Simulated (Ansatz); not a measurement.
**F2H3O2Si2 radical: one species, many methods**

The task here is to estimate one member of a computed series from the others.

Program: Ansatz 0.2.0, Gaussian basis. Level of theory: functionals in def2-TZVPP, the program's frozen cores in correlated methods. These are calculated values, not measurements.

Levels to be run: PBE-D4, r2SCAN-D4, PBE0-D4, B3LYP-D4, ωB97X-V, ωB97M-V, B2PLYP; CCSD(T)/def2-TZVPP; MP2/def2-QZVPP; extrapolation to the limit.

## The relaxed structure

All runs share one geometry, relaxed beforehand with PBE0-D4 in a triple-zeta def2 set.

SMILES `O[SiH][Si](O)(F)F`, 9 atoms, charge 0, spin multiplicity 2.

Atoms are counted from 1 here; the program's logs count them from 0.

Bond lengths: O1–Si2 1.652 Å, O1–H7 0.960 Å, Si2–Si3 2.331 Å, Si2–H8 1.486 Å, Si3–O4 1.622 Å, Si3–F5 1.594 Å, Si3–F6 1.596 Å, O4–H9 0.959 Å. Angles: Si2–O1–H7 117.1°, O1–Si2–Si3 112.0°, O1–Si2–H8 106.1°, Si3–Si2–H8 113.9°, Si2–Si3–O4 108.6°, Si2–Si3–F5 117.5°, Si2–Si3–F6 106.7°, O4–Si3–F5 108.8°, O4–Si3–F6 111.1°, F5–Si3–F6 104.0°, Si3–O4–H9 119.8°.

The first run:

in.yaml reads:

```yaml
crystal:
  periodic: [false, false, false]
  atoms:
    - {symbol: O, position_ang: [0.287080, 0.153879, 2.494231]}
    - {symbol: Si, position_ang: [1.062135, 0.066064, 1.038023]}
    - {symbol: Si, position_ang: [-0.435077, -0.019134, -0.746214]}
    - {symbol: O, position_ang: [0.372362, 0.303401, -2.114904]}
    - {symbol: F, position_ang: [-1.266743, -1.364625, -0.946085]}
    - {symbol: F, position_ang: [-1.550855, 1.085512, -0.462103]}
    - {symbol: H, position_ang: [-0.414177, 0.803508, 2.577476]}
    - {symbol: H, position_ang: [1.963995, -1.111789, 1.122448]}
    - {symbol: H, position_ang: [-0.018730, 0.083183, -2.962873]}
basis:
  gaussian: {orbitals: def2-TZVPP}
magnetization: {spin_polarized: true, initial_magnetization: 1}
hamiltonian: {xc: pbe, dispersion: d4}
output: {forces: true, orbitals: {seedname: orbitals}}
```

Run with:

```bash
> ansatz run in.yaml --threads 2 --pin off --events-out ev --progress --plain --max-ram 32768MiB --backend cpu
```

Among the steps run: PBE-D4 (GGA); r2SCAN-D4 (meta-GGA); PBE0-D4 (hybrid); B3LYP-D4 (hybrid); ωB97X-V (range-separated); ωB97M-V (range-separated); B2PLYP (double hybrid); CCSD(T) in def2-TZVPP; MP2 in def2-QZVPP.

One of the session's tables, all rows but one given; the rest of the session is left out.

| method | atomisation energy (kcal/mol) |
| --- | --- |
| PBE-D4 | 852.9 |
| r2SCAN-D4 | 845.0 |
| PBE0-D4 | 829.3 |
| B3LYP-D4 | 834.2 |
| ωB97X-V | 842.6 |
| ωB97M-V | 840.4 |
| B2PLYP | ? |
| HF/def2-TZVPP | 600.5 |
| MP2/def2-TZVPP | 847.3 |
| CCSD/def2-TZVPP | 802.2 |
| CCSD(T)/def2-TZVPP | 816.1 |
| MP2/CBS | 877.0 |
| CCSD(T)/CBS | 845.7 |

**Question.** Estimate the row for B2PLYP.

As computed: atomisation energy (kcal/mol): 829.6. In the column «atomisation energy (kcal/mol)» it lies between PBE0-D4 (829.3) and B3LYP-D4 (834.2).

Caveats from the session: Free atoms (2 O, 2 Si, 2 F, 3 H) were run apart at each level; the atomisation energy is their sum less the molecule, without zero-point or spin-orbit terms.
